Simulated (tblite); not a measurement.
# C6H13FGeO: the cost of one run

Computed with tblite 0.8.0 and PySCF 2.14.0, with density-fitted response routines of our own, on a single molecule in the gas phase. Atoms count from 0, in the outputs and in this text.

## 1. Starting geometry

22 atoms, charge 0, multiplicity 1; geometry from: force field or distance geometry start.

Bonds of the start (Å): C0–O1 1.42, O1–Ge2 1.76, Ge2–C3 1.98, C3–C4 1.54, C4–C5 1.51, C5–C6 1.52, C5–F7 1.39, C5–C8 1.54, C8–Ge2 1.96, C0–H9 1.12, C0–H10 1.12, C0–H11 1.09, Ge2–H12 1.53, C3–H13 1.10, C3–H14 1.09, C4–H15 1.12, C4–H16 1.10, C6–H17 1.10, C6–H18 1.12, C6–H19 1.10, C8–H20 1.11, C8–H21 1.09.

## 2. Geometry optimisation with GFN2-xTB

The job: settings as JSON, then the geometry in Å.

```
{"job": {"kind": "relax", "xc": "GFN2-xTB", "basis": "xTB"}, "charge": 0, "multiplicity": 1}
C      3.521400     0.817100     0.252400
O      2.192400     1.301600     0.361700
Ge     1.142400    -0.101400     0.166300
C      0.192900    -0.079000    -1.568500
C     -1.077500    -0.745300    -1.014400
C     -1.538200     0.140900     0.115100
C     -2.926300    -0.244800     0.593800
F     -1.536700     1.444300    -0.380200
C     -0.497200     0.003500     1.234900
H      3.639400    -0.062100     0.930300
H      3.606800     0.418600    -0.787700
H      4.233900     1.614300     0.478100
H      1.821200    -1.456200     0.369700
H      0.704100    -0.690500    -2.321100
H     -0.088000     0.934600    -1.865200
H     -0.723700    -1.703200    -0.557800
H     -1.837400    -0.887300    -1.794700
H     -3.519600     0.668800     0.724900
H     -2.772000    -0.763300     1.576500
H     -3.337500    -0.937000    -0.158800
H     -0.513200     0.889400     1.901000
H     -0.697500    -0.944400     1.743000
```

Launch:

```console
$ OMP_NUM_THREADS=1 python probes_run.py task.json out
```

One launch serves the whole session: the jobs run in the order shown.

Q: Estimate the wall time and peak memory of this first job on 1 thread of Intel Xeon at 2.50GHz, shared host.

About 3.7 s, with a peak of 0.18 GiB.
